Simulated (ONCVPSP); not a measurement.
# An ONCV potential for erbium, from input to tests

Do these settings give a usable potential? It is generated, then checked for transferability, scattering, ghosts and hardness.

Method: ONCVPSP 4.0.1.1 (patched build), PBE, scalar-relativistic.

## 1. Settings

Typed settings, in words:

```
element                 : erbium (Er, Z = 68)
type                    : optimised norm-conserving Vanderbilt (ONCV)
frozen core             : [Kr] 4d10 5s2
valence charge          : 20
reference configuration : 4f12 5p6 6s1 (charge +1)
partial waves           : 6s: rc 3.40 bohr, ncon 4, nbas 8, qcut 2.2 1/bohr, 2 projectors, debl 3.8 Ha; 5p: rc 1.35 bohr, ncon 4, nbas 7, qcut 6.3 1/bohr, 2 projectors, debl 3.1 Ha; d scattering state at 0.36 Ha: rc 2.85 bohr, ncon 4, nbas 8, qcut 3.9 1/bohr, 2 projectors, debl 1.7 Ha; 4f: rc 0.85 bohr, ncon 3, nbas 7, qcut 22.9 1/bohr, 3 projectors, debl 2.3 Ha
local potential         : polynomial inside 0.70 bohr (lpopt 5, dvloc0 0 Ha)
core correction         : Teter function fitted to the true core (icmod 2), fcfact 0.2
```

The nodes and maxima of the atom's own shells, from an earlier all-electron run, set the scale for the radii.

All-electron outer shells of the reference configuration (PBE, scalar-relativistic, ld1.x):

```csv
shell,level (eV),outermost node (bohr),outermost maximum (bohr)
5p,-33.02,0.65,1.28
4f,-9.72,–,0.51
6s,-9.06,1.51,3.14
5d,-6.67,0.73,1.97
6p,-5.48,1.84,4.13
```

## 2. Generation

Er.dat

```
# ATOM AND REFERENCE CONFIGURATION
# atsym  z   nc   nv     iexc    psfile
  Er 68.00   10    3        4      upf
#
#   n    l    f
    1    0    2.00
    2    0    2.00
    2    1    6.00
    3    0    2.00
    3    1    6.00
    3    2   10.00
    4    0    2.00
    4    1    6.00
    4    2   10.00
    5    0    2.00
    4    3   12.00
    5    1    6.00
    6    0    1.00
#
# PSEUDOPOTENTIAL AND OPTIMIZATION
# lmax
    3
#
#   l,   rc,      ep,       ncon, nbas, qcut
    0    3.40    0.00    4    8    2.20
    1    1.35    0.00    4    7    6.30
    2    2.85    0.36    4    8    3.90
    3    0.85    0.00    3    7   22.90
#
# LOCAL POTENTIAL
# lloc, lpopt,  rc(5),   dvloc0
    4    5    0.70    0.00
#
# VANDERBILT-KLEINMAN-BYLANDER PROJECTORs
# l, nproj, debl
    0    2    3.80
    1    2    3.10
    2    2    1.70
    3    3    2.30
#
# MODEL CORE CHARGE
# icmod, fcfact, rcfact
    2    0.20    0.75
#
# LOG DERIVATIVE ANALYSIS
# epsh1, epsh2, depsh
   -3.00    5.00    0.02
#
# OUTPUT GRID
# rlmax, drl
    6.00    0.01
#
# TEST CONFIGURATIONS
# ncnf
    4
# nvcnf
#   n    l    f
    3
    4    3   12.00
    5    1    6.00
    6    0    2.00
#
    3
    4    3   12.00
    5    1    6.00
    6    0    0.00
#
    3
    4    3   11.00
    5    1    6.00
    6    0    0.00
#
    4
    4    3   11.00
    5    1    6.00
    6    0    2.00
    5    2    1.00
#
```

Launch:

```
$ oncvpsp.x < Er.dat > Er.out
```

What does the calculation give? Wanted: cutoffs for 1 and 0.1 mHa per electron, occupied waves; bound ghosts; GHOST(+) flags; largest test error; largest phase difference near zero energy, channels read; rms error of d²Exc/dn², without and with the model core; projector energies reset by the program.

As calculated:

```
                                                quantity                                                            value
  cutoffs for 1 and 0.1 mHa per electron, occupied waves                                                197 Ha and 220 Ha
                                            bound ghosts  s at -543.65 eV, s at -26.49 eV, p at -116.52 eV, d at -8.90 eV
                                          GHOST(+) flags                                                      s at 110 eV
                            largest test error (AE − PS)                     +2.1 meV, for 4f12 5p6 6s0 (1 test unsolved)
largest phase difference near zero energy, channels read                                                        3.129 rad
 rms error of d²Exc/dn², without and with the model core                                                7.51 and 6.22 mHa
                 projector energies reset by the program                                              d: -0.245, 1.455 Ha
```

A bound ghost (s, p, d) makes it unfit for use: electrons can fall into a state that the atom doesn't have. By total energies transferability is very good where solved: the largest error is 2.1 meV on 12.0 eV, for 4f12 5p6 6s0. Atomic tests can pass in spite of a ghost, since they solve only for the levels asked. Of the tests 1 gave no usable energy difference, which is a warning in itself. By its cutoff, 197 Ha for the looser tolerance, it is very hard. At the looser tolerance the 4f wave is the slowest; 5p needs 33 Ha. Near zero energy the largest phase difference among the channels read is 3.13 rad, in the d channel. A step near π is an extra or missing state, not a misfit of shape. The pseudo curves have a pole with no partner nearby in the atom's: d at -0.33 Ha. The program also flags highly localised states, GHOST(+) (s). These are tests on the free atom; a crystal test is still owed.
